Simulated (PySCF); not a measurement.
**The bond of ZnH+, level by level**

An exercise on one series of results from a longer session: the logs are not shown, and one member is left open.

The runs use PySCF 2.14.0; Zn pcseg-1, H pcseg-1, no relativity.

Set-up of the first run:

Settings of the job:

- atoms: Zn, H
- charge: 1
- basis: Zn pcseg-1, H pcseg-1
- Hamiltonian: no relativity
- basis functions: 36
- electrons treated: 30
- masses in u: 63.9291, 1.0078
- levels: PBE0, PBE, r²SCAN, revPBE, B2PLYP, PBEsol, LC-ωPBE, HF, MP2, SCS-MP2, CCSD, CCSD(T)
- grid: 80 radial by 434 angular points
- occupations: held fixed by the projection of orbital angular momentum
- dissociation limit: Zn+ + H, each in its ground configuration
- starting distance in angstrom: 1.610
- values of 2S to try: 0, 2

Command:

```bash
> OMP_NUM_THREADS=1 python dia.py task.json out
```

Among the steps run: Input; The PBE0 curve of the state that the search chose; Higher solutions at PBE0; PBE; r²SCAN (meta-GGA); revPBE (GGA); B2PLYP; PBEsol; LC-ωPBE; RHF; Adding correlation.

One table of the session follows, with a row left open; its other results are not shown here.

Energy (eV) from each level's lowest point:

```
R (Å)    RHF  RHF-MP2  RHF-SCS-MP2  RHF-CCSD  RHF-CCSD(T)
1.323  0.511    0.402        0.419       n/a          n/a
1.384  0.247    0.181        0.192     0.218        0.215
1.446  0.088    0.053        0.060     0.077        0.076
1.492  0.024    0.009        0.012     0.021        0.020
1.538  0.000    0.000        0.000     0.000        0.000
1.584      ?        ?            ?         ?            ?
1.646  0.062    0.091        0.083     0.058        0.057
1.723  0.182    0.225        0.211     0.164        0.162
1.815  0.382    0.436        0.414     0.337        0.331
1.938  0.711    0.764        0.732       n/a          n/a
```

Q: Estimate the row for R (Å) = 1.584 from the others.

Worked estimate for «RHF». A straight line through the neighbours (1.538, 0.000) and (1.646, 0.062) gives 0.000 + (0.062 − 0.000) × (1.584 − 1.538) / (1.646 − 1.538) = 0.026; a parabola fitted to 4 rows on both sides gives 0.011.

The run gave: RHF: 0.009; RHF-MP2: 0.022; RHF-SCS-MP2: 0.019; RHF-CCSD: 0.009; RHF-CCSD(T): 0.009. In «RHF» the line misses by +0.017 and the parabola by +0.002.
